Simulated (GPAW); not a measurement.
Write an ASE script for GPAW 26.7.0 that does the following.

```yaml
Task: band structure
Functional: optB88-vdW
Potentials_or_basis: GPAW PAW data sets (gpaw-data 1.2.1)
Cutoff: 600 eV
Basis: pw
k_mesh: 8 × 8 × 8
Occupations: fermi-dirac, width 0.05 eV
Spin: no spin polarisation
Maxiter: 150
older_calculator_legacy_gpaw: yes
Band_path: GXMGRX,MR
Band_points: 80
```

The structure of NbSi lies in NbSi.xyz:

```xyz
2
Lattice="3.1564400000 0.0000000000 0.0000000000 0.0000000000 3.1564400000 0.0000000000 0.0000000000 0.0000000000 3.1564400000" Properties=species:S:1:pos:R:3 pbc="T T T"
Nb     0.0000000000      0.0000000000      0.0000000000
Si     1.5782200000      1.5782200000      1.5782200000
```

The cell was built by a generator and needn't be a form met in nature.

The input as run:

run.py

```python
from ase.dft.bandgap import bandgap
from ase.io import read, write
from gpaw import GPAW, PW

atoms = read('NbSi.xyz')

calc = GPAW(mode=PW(600),
            xc={'name': 'optB88-vdW', 'backend': 'libvdwxc'},
            kpts={'size': (8, 8, 8), 'gamma': True},
            occupations={'name': 'fermi-dirac', 'width': 0.05},
            nbands=19,
            convergence={'density': 1e-05, 'energy': 1e-05},
            maxiter=150,
            legacy_gpaw=True,
            txt='gpaw.txt')
atoms.calc = calc
energy = atoms.get_potential_energy()
forces = atoms.get_forces()
calc.write('gs.gpw')
write('result.traj', atoms)
print(f'Energy: {energy:.6f} eV')
print('Forces (eV/A):')
print(forces.round(4))
print('Fermi level:', round(calc.get_fermi_level(), 4), 'eV')
print(f'Gap: {bandgap(calc)[0]:.4f} eV, direct: {bandgap(calc, direct=True)[0]:.4f} eV')

path = atoms.cell.bandpath('GXMGRX,MR', npoints=80, eps=1e-4)
bs_calc = calc.fixed_density(kpts=path, symmetry='off', nbands=29,
                             convergence={'bands': 'CBM+6.0', 'eigenstates': 1e-6}, txt='bands.txt')
bs = bs_calc.band_structure()
bs.write('bs.json')
print(f'Gap on the path: {bandgap(bs_calc)[0]:.4f} eV')
```

Potentials or basis: GPAW PAW data sets (gpaw-data 1.2.1), pw.

Launch:

```bash
$ OMP_NUM_THREADS=1 python run.py
```

It gave:

```json
{
 "Band gap along the path": "none (metal or under the smearing width)"
}
```

Caveat: the PAW data sets were made with another functional, which shifts forces and pressure a little.

It took 21 s on 1 thread of Arm Neoverse V2 (shared host), peak memory 0.24 GiB.
